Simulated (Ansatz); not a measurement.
# K2NbHgF6: the cost of one run

Method: DFT LDA, scalar-relativistic, plane waves, PAW, in Ansatz 0.2.0.

## Step 1: The structure to begin with

The structure is cubic, space group Fm-3m (No. 225). Conventional cell: a = 9.870 Å, b = 9.870 Å, c = 9.870 Å, α = 90.00°, β = 90.00°, γ = 90.00°. K (site symmetry -43m) is surrounded by 12 F at 3.52 Å. Nb (site symmetry m-3m) is surrounded by 6 F at 2.01 Å. Hg (site symmetry m-3m) has 6 F at 2.92 Å as nearest neighbours. F (site symmetry 4mm) has 1 Nb at 2.01 Å as nearest neighbours.

Structure file:

```
CELL_PARAMETERS angstrom
0.00000 4.93487 4.93487
4.93487 0.00000 4.93487
4.93487 4.93487 0.00000
ATOMIC_POSITIONS crystal
K 0.25000 0.25000 0.25000
K 0.75000 0.75000 0.75000
Nb 0.00000 0.00000 0.00000
Hg 0.50000 0.50000 0.50000
F 0.20366 0.20366 0.79634
F 0.20366 0.79634 0.79634
F 0.79634 0.79634 0.20366
F 0.20366 0.79634 0.20366
F 0.79634 0.20366 0.79634
F 0.79634 0.20366 0.20366
```

The structure comes from the Materials Project (structure only).

## Step 2: Another functional, on a distorted cell: LDA

Against the listed cell: strain xx, yy, zz, yz, xz, xy = +3.5, +3.5, +3.5, +0.0, +0.0, +0.0 %.

input.yaml reads:

```yaml
crystal:
  lattice:
    - [0.0, 5.1091727144, 5.1091727144]
    - [5.1091727144, 0.0, 5.1091727144]
    - [5.1091727144, 5.1091727144, 0.0]
  atoms:
    - { symbol: K, position: [0.25, 0.25, 0.25] }
    - { symbol: K, position: [0.75, 0.75, 0.75] }
    - { symbol: Nb, position: [0.0, 0.0, 0.0], spin: 1.0 }
    - { symbol: Hg, position: [0.5, 0.5, 0.5] }
    - { symbol: F, position: [0.203659, 0.203659, 0.796341] }
    - { symbol: F, position: [0.203659, 0.796341, 0.796341] }
    - { symbol: F, position: [0.796341, 0.796341, 0.203659] }
    - { symbol: F, position: [0.203659, 0.796341, 0.203659] }
    - { symbol: F, position: [0.796341, 0.203659, 0.796341] }
    - { symbol: F, position: [0.796341, 0.203659, 0.203659] }
basis:
  ecutwfc: 420
kpoints:
  mp_grid: { grid: [6, 6, 6] }
hamiltonian:
  xc: lda
scf:
  occupations: { method: gaussian, width: 0.1 }
output:
  forces: true
  stress: true
  eigenvalues: true
  populations: true
magnetization:
  spin_polarized: true
```

Launch:

```
$ ansatz run input.yaml --threads 2 --pin off --max-ram 2662MiB --backend cpu --events-out ev --progress --plain --runs-dir out
```

**Question.** How long does this run take on 2 threads of an x86-64 CPU, shared host, and how much memory does it need?

About 46 s, with a peak of 0.78 GiB.
